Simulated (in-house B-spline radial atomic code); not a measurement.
# Tm²⁺: ionisation energy by several methods

The task here is to estimate one member of a computed series from the others.

Method: Dirac-Coulomb, several functionals; spherical all-electron atom at the radial basis limit. Code: in-house B-spline radial atomic code version 1.

## The system

| Item | Value |
| --- | --- |
| element | thulium (Z = 69) |
| charge | +2 |
| electrons | 67 |
| configuration | [Xe] 4f13 |
| nucleus | Fermi, rms radius 5.226 fm |

The outer shells:

[Xe] 4f13
```
[Xe] core
4f [↑↓][↑↓][↑↓][↑↓][↑↓][↑↓][↑ ]
```

The boxes only draw the filling; these runs are spin-restricted and spherical.

The first run:

Input settings:

```ini
Z = 69
electrons = 67.0
configuration = [Xe] 4f13
hamiltonian = dirac
method = optx,lyp
spin_polarised = False
nucleus = fermi
rms_radius = 5.2256
mass_number = 169
atomic_mass = 168.934218956
speed_of_light = 137.035999084
```

Steps of the session up to this table: OLYP, a GGA; exchange-only LDA; BP86, a GGA; relativistic LDA; PW91, a GGA; PBE, a GGA.

One table of the session follows, with a row left open; its other results are not shown here.

```
           method  ΔSCF (eV)
exchange-only LDA     24.945
 relativistic LDA     26.820
             OLYP          ?
             BP86     26.421
             PW91     26.429
              PBE     26.330
```

**Question.** Estimate the row for OLYP.

**Answer.** ΔSCF (eV): 26.689. In the column «ΔSCF (eV)» it lies between PW91 (26.429) and relativistic LDA (26.820).
